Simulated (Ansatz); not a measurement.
# HfC (quintet): wave-function methods side by side, def2-SVP

The task here is to estimate one member of a computed series from the others.

Program: Ansatz 0.2.0, Gaussian basis. Level of theory: def2-SVP, core rule «outside noble gas», up to 5 orbitals frozen. These are calculated values, not measurements.

Plan: UHF; CCSD(T) on ROHF; CCSD(T) on UHF; CISD; CCSDT(Q) on ROHF; CCSDT(Q) on UHF; CCSDTQ on ROHF.

13 further runs of the same task are left out: 9 for a known fault of the program, 1 that didn't finish, 3 set aside as unsound or not needed.

**The geometry**

The geometry is a PBE0/def2-TZVP stationary point (not a proven minimum). No spin-orbit coupling is included. Elements past krypton take def2 core potentials.

2 atoms, charge 0, spin multiplicity 5.

Atoms are counted from 1 here; the program's logs count them from 0.

Bond lengths: Hf1–C2 2.091 Å.

Set-up of the first run:

in.yaml

```yaml
crystal:
  periodic: [false, false, false]
  atoms:
    - {symbol: Hf, position_ang: [0.000000, 0.000000, 0.000000]}
    - {symbol: C, position_ang: [0.000000, 0.000000, 2.090600]}
basis:
  gaussian: {orbitals: def2-SVP}
magnetization: {spin_polarized: true, initial_magnetization: 4}
hamiltonian: {xc: hf}
output: {orbitals: {seedname: orbitals}}
```

Command:

```sh
$ ansatz run in.yaml --threads 1 --pin off --events-out ev --progress --plain --max-ram 2816MiB --backend cpu
```

Among the steps run: UHF; CCSD(T) on ROHF; CCSD(T) on UHF; CISD; CCSDT(Q) on ROHF; CCSDT(Q) on UHF; CCSDTQ on ROHF.

One of the session's tables, all rows but one given; the rest of the session is left out.

| method | from RCCSDTQ (meV) |
| --- | --- |
| ROHF | +4273.8 |
| RMP2 | ? |
| RCCSD | +276.6 |
| RCCSD(T) | +79.4 |
| RCCSDT | +13.7 |
| RCCSDT(Q) | -7.7 |
| RCCSDTQ | 0 |

Estimate the missing values for RMP2.

The run gave: from RCCSDTQ (meV): +1243.5. In the column «from RCCSDTQ (meV)» it lies between RCCSD (+276.6) and ROHF (+4273.8).

Not comparable, so not listed: CISD (they don't share determinant, frozen orbitals or solution with the rows shown, or repeat one).

Limits of these values: Left out of the table: UHF, UMP2, UCCSD, UCCSD(T), UCCSDT, UCCSDT(Q) (another determinant or state than the rows shown).
